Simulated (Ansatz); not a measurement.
# C2H5FSSi: up Jacob's ladder to CCSD(T)

How much do the methods differ for C2H5FSSi? The plan is to run it at one geometry with functionals of several rungs and with coupled cluster, and see how far each lands from CCSD(T) at the basis-set limit for the atomisation energy.

The runs use Ansatz 0.2.0, Gaussian basis; functionals in def2-TZVPP, the program's frozen cores in correlated methods.

The runs, in order: PBE-D4, r2SCAN-D4, PBE0-D4, B3LYP-D4, ωB97X-V, ωB97M-V, B2PLYP; CCSD(T)/def2-TZVPP; MP2/def2-QZVPP; extrapolation to the limit.

## 1. The relaxed structure

All runs share one geometry, relaxed beforehand with PBE0-D4/def2-TZVP.

10 atoms, charge 0, spin multiplicity 1.

Atoms are counted from 1 here; the program's logs count them from 0.

Bond lengths: F1–C2 1.371 Å, C2–C3 1.526 Å, C2–S5 1.847 Å, C2–H6 1.092 Å, C3–Si4 1.880 Å, C3–H7 1.092 Å, C3–H8 1.090 Å, Si4–S5 2.137 Å, Si4–H9 1.485 Å, Si4–H10 1.485 Å. Angles: F1–C2–C3 112.6°, F1–C2–S5 111.2°, F1–C2–H6 106.9°, C3–C2–S5 103.6°, C3–C2–H6 113.5°, S5–C2–H6 109.0°, C2–C3–Si4 93.7°, C2–C3–H7 108.2°, C2–C3–H8 114.4°, Si4–C3–H7 109.4°, Si4–C3–H8 121.0°, H7–C3–H8 109.0°, C3–Si4–S5 82.6°, C3–Si4–H9 117.9°, C3–Si4–H10 115.5°, S5–Si4–H9 116.3°, S5–Si4–H10 114.4°, H9–Si4–H10 108.5° and more.

## 2. PBE-D4 (GGA)

Contents of in.yaml:

```yaml
crystal:
  periodic: [false, false, false]
  atoms:
    - {symbol: F, position_ang: [-2.234439, 0.527844, 0.445669]}
    - {symbol: C, position_ang: [-0.869021, 0.618009, 0.530809]}
    - {symbol: C, position_ang: [-0.172926, 0.244442, -0.774874]}
    - {symbol: Si, position_ang: [1.128425, -0.809692, 0.079493]}
    - {symbol: S, position_ang: [-0.193247, -0.598362, 1.745713]}
    - {symbol: H, position_ang: [-0.637872, 1.628228, 0.873452]}
    - {symbol: H, position_ang: [-0.844147, -0.401110, -1.345971]}
    - {symbol: H, position_ang: [0.111489, 1.095550, -1.393214]}
    - {symbol: H, position_ang: [1.341240, -2.191473, -0.420851]}
    - {symbol: H, position_ang: [2.453697, -0.164636, 0.262771]}
basis:
  gaussian: {orbitals: def2-TZVPP}
hamiltonian: {xc: pbe, dispersion: d4}
output: {forces: true, orbitals: {seedname: orbitals}}
```

On the command line:

```sh
$ ansatz run in.yaml --threads 4 --pin off --events-out ev --progress --plain --max-ram 10444MiB
```

After this run come: r2SCAN-D4 (meta-GGA); PBE0-D4 (hybrid); B3LYP-D4 (hybrid); ωB97X-V (range-separated); ωB97M-V (range-separated); B2PLYP (double hybrid); CCSD(T) in def2-TZVPP; MP2 in def2-QZVPP.

Before running them: what should the planned runs give, taken together? Wanted: atomisation energy, CCSD(T)/CBS; farthest; mean size of error, hybrid; mean size of error, range-separated; gap, smallest and largest; T1 diagnostic; triples share of the correlation energy.

As calculated:

| quantity | value |
| --- | --- |
| atomisation energy, CCSD(T)/CBS | 3645.9 kJ/mol |
| functionals within 18.2 kJ/mol (0.5 %) | B3LYP-D4 |
| farthest | PBE-D4 (+85.6 kJ/mol) |
| mean size of error, hybrid | 19.3 kJ/mol |
| mean size of error, range-separated | 24.1 kJ/mol |
| gap, smallest and largest | 4.94 eV (PBE-D4), 11.35 eV (ωB97X-V) |
| T1 diagnostic | 0.0121 |
| triples share of the correlation energy | 4.0 % |

**Reading.** PBE-D4 is off by +85.6 kJ/mol, about 8.6 kJ/mol a bond. Double hybrids carry the basis error of their MP2 part in triple zeta, and no dispersion term here, so their miss is partly the set-up's. Misses under about 18.2 kJ/mol are within the doubt on the reference itself, which lacks core-valence correlation, relativity and higher excitations. Hartree-Fock recovers 72 % of the binding; the rest is correlation. The gap grows from 4.9 to 11.4 eV across the functionals, mostly with the share of exact exchange.
